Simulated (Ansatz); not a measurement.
# CH₆BNOS: basis-set convergence

Aim: see how fast density functionals converge with the basis set for CH₆BNOS.

Program: Ansatz 0.2.0, Gaussian basis. Level of theory: one geometry, several basis sets. These are calculated values, not measurements.

The runs, in order: PBE0-D4/def2-SVP; ωB97M-V/def2-SVP; PBE0-D4/def2-QZVPP; ωB97M-V/def2-QZVPP; the functionals' def2-TZVPP values are taken from earlier runs.

**1. The relaxed structure**

The geometry comes from an earlier relaxation with PBE0-D4 in a triple-zeta def2 set; it is a stationary point, not always the lowest conformer.

11 atoms, charge 0, spin multiplicity 1.

Atoms are counted from 1 here; the program's logs count them from 0.

Bond lengths: B1–C2 1.586 Å, B1–S5 1.908 Å, B1–H6 1.214 Å, B1–H7 1.216 Å, C2–N3 1.301 Å, C2–O4 1.315 Å, N3–H8 1.019 Å, N3–H9 1.008 Å, O4–H10 0.967 Å, S5–H11 1.342 Å. Angles: C2–B1–S5 111.1°, C2–B1–H6 107.1°, C2–B1–H7 104.5°, S5–B1–H6 114.6°, S5–B1–H7 109.1°, H6–B1–H7 109.9°, B1–C2–N3 123.4°, B1–C2–O4 121.6°, N3–C2–O4 115.0°, C2–N3–H8 114.6°, C2–N3–H9 123.0°, H8–N3–H9 122.3°, C2–O4–H10 107.3°, B1–S5–H11 98.3°.

**2. PBE0-D4 in def2-SVP**

in.yaml

```yaml
crystal:
  periodic: [false, false, false]
  atoms:
    - {symbol: B, position_ang: [-0.597261, 0.776639, -0.347457]}
    - {symbol: C, position_ang: [0.626881, 0.011824, 0.309195]}
    - {symbol: N, position_ang: [0.549086, -1.201861, 0.770808]}
    - {symbol: O, position_ang: [1.802583, 0.585263, 0.448425]}
    - {symbol: S, position_ang: [-2.125345, -0.358070, -0.475345]}
    - {symbol: H, position_ang: [-0.211083, 1.226698, -1.407170]}
    - {symbol: H, position_ang: [-0.838695, 1.684686, 0.425146]}
    - {symbol: H, position_ang: [-0.365202, -1.638306, 0.665503]}
    - {symbol: H, position_ang: [1.321658, -1.670551, 1.217765]}
    - {symbol: H, position_ang: [1.738658, 1.469553, 0.062380]}
    - {symbol: H, position_ang: [-1.836079, -0.942873, -1.648548]}
basis:
  gaussian: {orbitals: def2-SVP}
hamiltonian: {xc: pbe0, dispersion: d4}
output: {orbitals: {seedname: orbitals}}
```

After this run come: ωB97M-V in def2-SVP; PBE0-D4 in def2-QZVPP; ωB97M-V in def2-QZVPP.

**Question.** What will the summary of the whole plan be? Wanted: PBE0-D4: double and triple zeta above quadruple; ωB97M-V: double and triple zeta above quadruple.

**Answer**, as computed:

| quantity | value |
| --- | --- |
| PBE0-D4: double and triple zeta above quadruple | 10.48, 0.63 eV |
| ωB97M-V: double and triple zeta above quadruple | 10.67, 0.59 eV |

For PBE0-D4 the step from double to triple zeta gains 9.85 eV and the next only 0.63 eV. Total energies overstate the basis error of differences, where much of it tends to cancel. The LUMO of ωB97M-V is positive and keeps falling with the basis (1.86 to 1.32 eV): an unbound level that the basis holds in place.
